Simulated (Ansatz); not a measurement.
BFO, SMILES O=BF: an atomisation energy, run with Ansatz 0.2.0, Python API.

The script reads `bfo.xyz`:
```text
3

O     0.97333   -0.55912    0.47519
B     0.02479   -0.01497    0.01202
F    -0.99812    0.57410   -0.48721
```

The script, `bfo_tae.py`:
```python
from collections import Counter

import ansatz as az

BASIS = "aug-cc-pVDZ"
FUNCTIONAL = "hf"


def energy(molecule, charge=0, unpaired=0):
    calc = molecule.calculation().basis(gaussian=BASIS).functional(FUNCTIONAL)
    if charge:
        calc = calc.charge(charge)
    if unpaired:
        calc = calc.spin("collinear", total=unpaired)
    report = calc.run().report
    if report["published_state_doubts"]:
        print("  doubts:", report["published_state_doubts"])
    return report["free_energy_ev"]

system = az.Crystal.molecule_from_extxyz("bfo.xyz")

unpaired = {"O": 2, "B": 1, "F": 1}
counts = Counter(site.symbol for site in system.cartesian_sites)
atom_energy = {s: energy(az.Crystal.molecule().atom(s, (0, 0, 0)), 0, unpaired[s]) for s in counts}
whole = energy(system, 0, 0)
for s, e in atom_energy.items():
    print(f"{s:2s} x{counts[s]}  {e:14.5f} eV")
print(f"BFO: {whole:.5f} eV")
split = sum(counts[s] * e for s, e in atom_energy.items()) - whole
print(f"atomisation energy (no zero-point term): {split:.3f} eV, {split / sum(counts.values()):.3f} eV an atom")
```

What does it cost to take this molecule apart into atoms?

10.572 eV from the electronic energies, without the zero-point term.

The run itself:

```console
$ python bfo_tae.py
O  x1     -2035.31904 eV
B  x1      -667.51092 eV
F  x1     -2704.29696 eV
BFO: -5417.69898 eV
atomisation energy (no zero-point term): 10.572 eV, 3.524 eV an atom
```

Total energies depend on the basis set; only differences at equal settings carry meaning. The geometry is a force-field or estimated start, not a minimum of this method, and the basis set is short of its limit. All parts are taken at fixed geometry, without zero-point energy. Hartree-Fock leaves correlation out, so bond, atomisation and ionisation energies come out well too low. It ran for 0.8 s on 1 thread of Arm Neoverse V1, on a shared host, peak memory 0.15 GiB.

(Lines on the test bed's own set-up are left out of the output.)
